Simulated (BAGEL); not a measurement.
**triplet C2H5AlN2 at 3 levels**

Aim: a comparison of 3 runs (UHF/3-21G, ROHF/6-31G*, ROHF/def2-SVP) of triplet C2H5AlN2. 

The results are computed with BAGEL 1.2.2.

**1. The structure to begin with**

The species is C2H5AlN2 (10 atoms), meant as a triplet with charge 0. As SMILES of the parent species, `C#[C][Al]([NH2])[NH2]`. The shape is that of a PBE0-D4/def2-TZVP optimisation. That shape belongs to the parent species and isn't relaxed for this state.

Bond lengths: C1–C2 1.210 Å, C2–Al3 1.908 Å, Al3–N4 1.763 Å, Al3–N5 1.763 Å, C1–H6 1.067 Å, N4–H7 1.006 Å, N4–H8 1.006 Å, N5–H9 1.006 Å, N5–H10 1.006 Å. Some angles: C1–C2–Al3 180.0°, C2–Al3–N4 118.9°, C2–Al3–N5 118.9°, N4–Al3–N5 122.2°, C2–C1–H6 180.0°, Al3–N4–H7 126.4°, Al3–N4–H8 123.3°, Al3–N5–H9 123.3°, Al3–N5–H10 126.4°, H7–N4–H8 110.4°.

**2. The energy at UHF/3-21G (density fitting with cc-pvqz-jkfit) (run 1)**

calc.json reads:

```json
{ "bagel" : [

{
  "title" : "molecule",
  "basis" : "3-21g",
  "df_basis" : "cc-pvqz-jkfit",
  "angstrom" : "true",
  "geometry" : [
    { "atom" : "C", "xyz" : [      -2.368100,       1.221100,       0.873300 ] },
    { "atom" : "C", "xyz" : [      -1.345900,       0.693600,       0.497800 ] },
    { "atom" : "Al", "xyz" : [       0.265700,      -0.138000,      -0.094200 ] },
    { "atom" : "N", "xyz" : [       0.247600,      -1.861100,      -0.467000 ] },
    { "atom" : "N", "xyz" : [       1.722400,       0.842900,      -0.249900 ] },
    { "atom" : "H", "xyz" : [      -3.269100,       1.686000,       1.204200 ] },
    { "atom" : "H", "xyz" : [       1.027400,      -2.410800,      -0.785900 ] },
    { "atom" : "H", "xyz" : [      -0.574800,      -2.435200,      -0.383700 ] },
    { "atom" : "H", "xyz" : [       1.750000,       1.827100,      -0.041300 ] },
    { "atom" : "H", "xyz" : [       2.627700,       0.523400,      -0.550300 ] }
  ]
},

{ "title" : "uhf", "nopen" : 2 },

{ "title" : "print", "file" : "orbitals.molden", "orbitals" : "true" }

]}
```

Command:

```console
$ BAGEL_NUM_THREADS=1 BAGEL calc.json > calc.out
```

What it wrote:

```text
* using 1 threads per process

  ===============================================================
  ===============================================================

  *** Geometry ***

  { "atom" : "C", "xyz" : [     -4.475060,      2.307545,      1.650298 ] },
  { "atom" : "C", "xyz" : [     -2.543382,      1.310714,      0.940706 ] },
  { "atom" : "Al", "xyz" : [      0.502100,     -0.260782,     -0.178012 ] },
  { "atom" : "N", "xyz" : [      0.467896,     -3.516969,     -0.882502 ] },
  { "atom" : "N", "xyz" : [      3.254864,      1.592850,     -0.472243 ] },
  { "atom" : "H", "xyz" : [     -6.177704,      3.186078,      2.275608 ] },
  { "atom" : "H", "xyz" : [      1.941505,     -4.555752,     -1.485136 ] },
  { "atom" : "H", "xyz" : [     -1.086215,     -4.601861,     -0.725088 ] },
  { "atom" : "H", "xyz" : [      3.307021,      3.452719,     -0.078046 ] },
  { "atom" : "H", "xyz" : [      4.965633,      0.989083,     -1.039916 ] },

  Number of auxiliary basis functions:      827

  Since a DF basis is specified, we compute 2- and 3-index integrals:
    o Being stored without compression. Storage requirement is 0.023 GB

  Number of basis functions:       59
  Number of electrons      :       44

    * METHOD: MOLECULE                             0.70

  *** Open-shell HF ***

  === Nuclear Repulsion ===
   183.1072312595

      * DIIS with orbital gradients will be used.

  === UHF iteration (3-21g) ===
      0       -426.53068081          0.06325147           0.19
      1       -426.35809458          0.07593413           0.20
      2       -426.01885027          0.09262630           0.20
      3       -426.80266078          0.02276628           0.19
      4       -426.89012154          0.00796136           0.20
      5       -426.91640592          0.00279600           0.20
      6       -426.92729309          0.00255646           0.19
      7       -426.93151650          0.00171319           0.19
      8       -426.93318753          0.00054446           0.20
      9       -426.93352995          0.00027903           0.21
     10       -426.93394630          0.00014893           0.20
     11       -426.93410985          0.00010596           0.19
     12       -426.93426578          0.00010881           0.19
     13       -426.93424450          0.00010870           0.19
     14       -426.93419829          0.00010000           0.19
     15       -426.93416693          0.00007740           0.19
[... 61 lines of this table left out ...]
     77       -426.93486511          0.00000003           0.19
     78       -426.93486511          0.00000003           0.19
     79       -426.93486511          0.00000002           0.19
     80       -426.93486511          0.00000002           0.19
     81       -426.93486511          0.00000002           0.19
     82       -426.93486511          0.00000001           0.21
     83       -426.93486511          0.00000001           0.20
     84       -426.93486511          0.00000001           0.21
    * SCF iteration converged.

    * S^2 (UHF) is 2.1492

    * Permanent dipole moment:
           (   -2.017107,     1.040840,     0.741565) a.u.

    * METHOD: UHF                                 17.07

    * METHOD: PRINT                                0.01

  ===============================================================
```

It took 18 s on 1 thread of Arm Neoverse V1, shared host; peak memory 0.13 GiB.

**3. The energy at ROHF/6-31G(d) (density fitting with cc-pvqz-jkfit, spherical functions) (run 2)**

job.json reads:

```json
{ "bagel" : [

{
  "title" : "molecule",
  "basis" : "6-31gs.json",
  "df_basis" : "cc-pvqz-jkfit",
  "angstrom" : true,
  "geometry" : [
    { "atom" : "C", "xyz" : [   -2.368100,    1.221100,    0.873300 ] },
    { "atom" : "C", "xyz" : [   -1.345900,    0.693600,    0.497800 ] },
    { "atom" : "Al", "xyz" : [    0.265700,   -0.138000,   -0.094200 ] },
    { "atom" : "N", "xyz" : [    0.247600,   -1.861100,   -0.467000 ] },
    { "atom" : "N", "xyz" : [    1.722400,    0.842900,   -0.249900 ] },
    { "atom" : "H", "xyz" : [   -3.269100,    1.686000,    1.204200 ] },
    { "atom" : "H", "xyz" : [    1.027400,   -2.410800,   -0.785900 ] },
    { "atom" : "H", "xyz" : [   -0.574800,   -2.435200,   -0.383700 ] },
    { "atom" : "H", "xyz" : [    1.750000,    1.827100,   -0.041300 ] },
    { "atom" : "H", "xyz" : [    2.627700,    0.523400,   -0.550300 ] }
  ]
},
{ "title" : "rohf", "nopen" : 2 },
{ "title" : "print", "file" : "orbitals.molden", "orbitals" : true }

]}
```

The basis set 6-31G* is read from a file made from the Basis Set Exchange's data (not shown).

Command:

```console
$ BAGEL_NUM_THREADS=1 BAGEL job.json > job.out
```

What it wrote:

```text
* using 1 threads per process

  ===============================================================
  ===============================================================

  *** Geometry ***

  { "atom" : "C", "xyz" : [     -4.475060,      2.307545,      1.650298 ] },
  { "atom" : "C", "xyz" : [     -2.543382,      1.310714,      0.940706 ] },
  { "atom" : "Al", "xyz" : [      0.502100,     -0.260782,     -0.178012 ] },
  { "atom" : "N", "xyz" : [      0.467896,     -3.516969,     -0.882502 ] },
  { "atom" : "N", "xyz" : [      3.254864,      1.592850,     -0.472243 ] },
  { "atom" : "H", "xyz" : [     -6.177704,      3.186078,      2.275608 ] },
  { "atom" : "H", "xyz" : [      1.941505,     -4.555752,     -1.485136 ] },
  { "atom" : "H", "xyz" : [     -1.086215,     -4.601861,     -0.725088 ] },
  { "atom" : "H", "xyz" : [      3.307021,      3.452719,     -0.078046 ] },
  { "atom" : "H", "xyz" : [      4.965633,      0.989083,     -1.039916 ] },

  Number of auxiliary basis functions:      827

  Since a DF basis is specified, we compute 2- and 3-index integrals:
    o Being stored without compression. Storage requirement is 0.047 GB

  Number of basis functions:       84
  Number of electrons      :       44

    * METHOD: MOLECULE                             0.83

  *** Open-shell HF ***

  === Nuclear Repulsion ===
   183.1072312595

      * DIIS with orbital gradients will be used.

  === ROHF iteration (6-31gs.json) ===
      0       -428.73855485          0.05290366           0.29
      1       -428.50057496          0.06428037           0.29
      2       -428.00692629          0.08695752           0.29
      3       -429.27289215          0.01232988           0.28
      4       -429.29400366          0.00362670           0.28
      5       -429.29721323          0.00106688           0.28
      6       -429.29773529          0.00027289           0.28
      7       -429.29781762          0.00014943           0.28
      8       -429.29783608          0.00005417           0.28
      9       -429.29783876          0.00001345           0.28
     10       -429.29783890          0.00000594           0.28
     11       -429.29783890          0.00000107           0.30
     12       -429.29783889          0.00000044           0.30
     13       -429.29783889          0.00000034           0.29
     14       -429.29783890          0.00000031           0.31
     15       -429.29783890          0.00000031           0.30
     16       -429.29783890          0.00000031           0.30
     17       -429.29783890          0.00000031           0.28
     18       -429.29783889          0.00000029           0.30
     19       -429.29783889          0.00000023           0.28
     20       -429.29783889          0.00000017           0.29
     21       -429.29783889          0.00000009           0.29
     22       -429.29783889          0.00000004           0.30
     23       -429.29783889          0.00000003           0.30
     24       -429.29783889          0.00000002           0.30
     25       -429.29783889          0.00000001           0.29
     26       -429.29783889          0.00000001           0.28
    * SCF iteration converged.

    * S^2 (ROHF) is 2.0000

    * Permanent dipole moment:
           (   -0.022031,     0.011334,     0.008312) a.u.

    * METHOD: ROHF                                 8.16

    * METHOD: PRINT                                0.02

  ===============================================================
```

It took 9.3 s on 1 thread of Arm Neoverse V1, shared host; peak memory 0.18 GiB.

**4. A single-point energy at ROHF/def2-SVP (density fitting with cc-pvqz-jkfit) (run 3)**

job.json reads:

```json
{ "bagel": [

{
  "title": "molecule",
  "basis": "svp",
  "df_basis": "cc-pvqz-jkfit",
  "angstrom": true,
  "geometry": [
    { "atom": "C", "xyz": [   -2.368100,    1.221100,    0.873300 ] },
    { "atom": "C", "xyz": [   -1.345900,    0.693600,    0.497800 ] },
    { "atom": "Al", "xyz": [    0.265700,   -0.138000,   -0.094200 ] },
    { "atom": "N", "xyz": [    0.247600,   -1.861100,   -0.467000 ] },
    { "atom": "N", "xyz": [    1.722400,    0.842900,   -0.249900 ] },
    { "atom": "H", "xyz": [   -3.269100,    1.686000,    1.204200 ] },
    { "atom": "H", "xyz": [    1.027400,   -2.410800,   -0.785900 ] },
    { "atom": "H", "xyz": [   -0.574800,   -2.435200,   -0.383700 ] },
    { "atom": "H", "xyz": [    1.750000,    1.827100,   -0.041300 ] },
    { "atom": "H", "xyz": [    2.627700,    0.523400,   -0.550300 ] }
  ]
},
{
  "title": "rohf",
  "nopen": 2
},
{
  "title": "print",
  "file": "orbitals.molden",
  "orbitals": true
}

]}
```

Command:

```console
$ BAGEL_NUM_THREADS=1 BAGEL job.json > job.out
```

What it wrote:

```text
* using 1 threads per process

  ===============================================================
  ===============================================================

  *** Geometry ***

  { "atom" : "C", "xyz" : [     -4.475060,      2.307545,      1.650298 ] },
  { "atom" : "C", "xyz" : [     -2.543382,      1.310714,      0.940706 ] },
  { "atom" : "Al", "xyz" : [      0.502100,     -0.260782,     -0.178012 ] },
  { "atom" : "N", "xyz" : [      0.467896,     -3.516969,     -0.882502 ] },
  { "atom" : "N", "xyz" : [      3.254864,      1.592850,     -0.472243 ] },
  { "atom" : "H", "xyz" : [     -6.177704,      3.186078,      2.275608 ] },
  { "atom" : "H", "xyz" : [      1.941505,     -4.555752,     -1.485136 ] },
  { "atom" : "H", "xyz" : [     -1.086215,     -4.601861,     -0.725088 ] },
  { "atom" : "H", "xyz" : [      3.307021,      3.452719,     -0.078046 ] },
  { "atom" : "H", "xyz" : [      4.965633,      0.989083,     -1.039916 ] },

  Number of auxiliary basis functions:      827

  Since a DF basis is specified, we compute 2- and 3-index integrals:
    o Being stored without compression. Storage requirement is 0.065 GB

  Number of basis functions:       99
  Number of electrons      :       44

    * METHOD: MOLECULE                             0.84

  *** Open-shell HF ***

  === Nuclear Repulsion ===
   183.1072312595

      * DIIS with orbital gradients will be used.

  === ROHF iteration (svp) ===
      0       -428.82279556          0.03933383           0.36
      1       -429.03720659          0.02222154           0.37
      2       -429.08985139          0.01266341           0.36
      3       -429.11447132          0.00096322           0.36
      4       -429.11504806          0.00022641           0.36
      5       -429.11513830          0.00012916           0.36
      6       -429.11516287          0.00004855           0.34
      7       -429.11516814          0.00001612           0.34
      8       -429.11516868          0.00000608           0.34
      9       -429.11516869          0.00000147           0.35
     10       -429.11516868          0.00000047           0.37
     11       -429.11516867          0.00000023           0.36
     12       -429.11516867          0.00000009           0.35
     13       -429.11516867          0.00000004           0.36
     14       -429.11516868          0.00000003           0.37
     15       -429.11516868          0.00000002           0.38
     16       -429.11516868          0.00000002           0.37
     17       -429.11516868          0.00000002           0.37
     18       -429.11516868          0.00000001           0.37
     19       -429.11516868          0.00000001           0.36
     20       -429.11516868          0.00000001           0.35
     21       -429.11516868          0.00000001           0.37
    * SCF iteration converged.

    * S^2 (ROHF) is 2.0000

    * Permanent dipole moment:
           (    0.052175,    -0.026919,    -0.018945) a.u.

    * METHOD: ROHF                                 8.28

    * METHOD: PRINT                                0.02

  ===============================================================
```

It took 9.3 s on 1 thread of Arm Neoverse V1, shared host; peak memory 0.21 GiB.

**5. The series**

| run | level | energy (Eh) | dipole moment (D) | ⟨S²⟩ | wall time |
| --- | --- | --- | --- | --- | --- |
| 1 | UHF/3-21G (density fitting with cc-pvqz-jkfit) | -426.934865 | 6.07 | 2.149 | 18 s |
| 2 | ROHF/6-31G* (density fitting with cc-pvqz-jkfit, spherical functions) | -429.297839 | 0.07 | 2.000 | 9.3 s |
| 3 | ROHF/def2-SVP (density fitting with cc-pvqz-jkfit) | -429.115169 | 0.16 | 2.000 | 9.3 s |

**6. What came out**

```
            quantity          value
 run 3: total energy  -429.11517 Eh
run 3: dipole moment         0.16 D
         run 3: ⟨S²⟩          2.000
```

What this shows: The dipole moment (its size) runs from 0.07 D (ROHF/6-31G*) to 6.07 D (UHF/3-21G). The two ends differ in method and basis. So wide a spread suggests that the runs ended on unlike SCF solutions, not only an effect of the method. Spin contamination of the reference: run 1 ⟨S²⟩ = 2.15. All runs together took 37 s, the longest 18 s.
